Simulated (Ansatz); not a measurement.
**FH4NSeSi: one species, many methods**

The task here is to estimate one member of a computed series from the others.

Computed with Ansatz 0.2.0, Gaussian basis. Level: functionals in def2-TZVPP, the program's frozen cores in correlated methods.

Plan: LDA (SPW92), PBE-D4, revPBE-D4, BLYP-D4, r2SCAN-D4, B97M-V, PBE0-D4, B3LYP-D4, r2SCANh-D4, r2SCAN0-D4, HSE06-D4, BHLYP-D4, CAM-B3LYP-D4, LC-ωPBE, ωB97X-V, ωB97M-V, B2PLYP, PBE-QIDH; CCSD(T)/def2-SVP; CCSD(T)/def2-TZVPP; MP2/def2-QZVPP; extrapolation to the limit; RPA on PBE.

### Structure used throughout

An earlier PBE0-D4 in a triple-zeta def2 set relaxation fixed the geometry.

8 atoms, charge 0, spin multiplicity 1.

Atoms are counted from 1 here; the program's logs count them from 0.

Bond lengths: N1–Si2 1.695 Å, N1–H5 1.005 Å, N1–H6 1.007 Å, Si2–F3 1.597 Å, Si2–Se4 2.261 Å, Si2–H7 1.481 Å, Se4–H8 1.469 Å. Angles: Si2–N1–H5 121.5°, Si2–N1–H6 121.9°, H5–N1–H6 113.0°, N1–Si2–F3 105.7°, N1–Si2–Se4 109.2°, N1–Si2–H7 118.3°, F3–Si2–Se4 113.9°, F3–Si2–H7 105.0°, Se4–Si2–H7 104.9°, Si2–Se4–H8 92.3°.

As a file:

```
N    -0.3419    1.1176   -0.2557
Si    0.6433   -0.1933    0.1717
F     0.8840   -0.0594    1.7443
Se   -0.3739   -2.1190   -0.4372
H    -0.8714    1.1203   -1.1100
H    -0.1890    2.0408    0.1159
H     1.9989   -0.2740   -0.4191
H    -1.6578   -1.6901    0.1343
```

Set-up of the first run:

Input file in.yaml:

```yaml
crystal:
  periodic: [false, false, false]
  atoms:
    - {symbol: N, position_ang: [-0.341886, 1.117635, -0.255714]}
    - {symbol: Si, position_ang: [0.643270, -0.193267, 0.171671]}
    - {symbol: F, position_ang: [0.884011, -0.059399, 1.744296]}
    - {symbol: Se, position_ang: [-0.373917, -2.118980, -0.437232]}
    - {symbol: H, position_ang: [-0.871408, 1.120326, -1.110000]}
    - {symbol: H, position_ang: [-0.189045, 2.040801, 0.115870]}
    - {symbol: H, position_ang: [1.998939, -0.274041, -0.419052]}
    - {symbol: H, position_ang: [-1.657763, -1.690076, 0.134261]}
basis:
  gaussian: {orbitals: def2-TZVPP}
hamiltonian: {xc: lda}
output: {orbitals: {seedname: orbitals}}
```

Steps of the session up to this table: LDA; PBE-D4 (GGA); revPBE-D4 (GGA); BLYP-D4 (GGA); r2SCAN-D4 (meta-GGA); B97M-V (meta-GGA); PBE0-D4 (hybrid); B3LYP-D4 (hybrid); r2SCANh-D4 (hybrid); r2SCAN0-D4 (hybrid); HSE06-D4 (hybrid); BHLYP-D4 (hybrid); CAM-B3LYP-D4 (range-separated); LC-ωPBE (range-separated); ωB97X-V (range-separated); ωB97M-V (range-separated); B2PLYP (double hybrid); PBE-QIDH (double hybrid).

One of the session's tables, all rows but one given; the rest of the session is left out.

It belongs to the step «Orbital energies across the functionals». 

```
  functional  HOMO (eV)  gap (eV)
 LDA (SPW92)      -6.33      5.37
      PBE-D4      -6.18      5.37
   revPBE-D4      -6.12      5.39
     BLYP-D4      -6.00      5.26
   r2SCAN-D4      -6.46      5.97
      B97M-V      -6.54      5.92
     PBE0-D4      -7.35      7.44
    B3LYP-D4          ?         ?
  r2SCANh-D4      -6.89      6.72
  r2SCAN0-D4      -7.53      7.82
    HSE06-D4      -6.95      6.66
    BHLYP-D4      -8.34      9.32
CAM-B3LYP-D4      -8.63      9.75
     LC-ωPBE     -10.01     12.39
     ωB97X-V      -9.66     11.86
     ωB97M-V      -9.52     11.49
```

Q: Estimate the row for B3LYP-D4 from the others.

Worked estimate for «HOMO (eV)». Against the share of exact exchange, BLYP-D4 (0, -6.00), BHLYP-D4 (0.5, -8.34) give a slope of -4.68 per unit share; at 0.2 the line stands at -6.94.

As computed: HOMO (eV): -7.09; gap (eV): 6.91. In «HOMO (eV)» the line misses by +0.15.
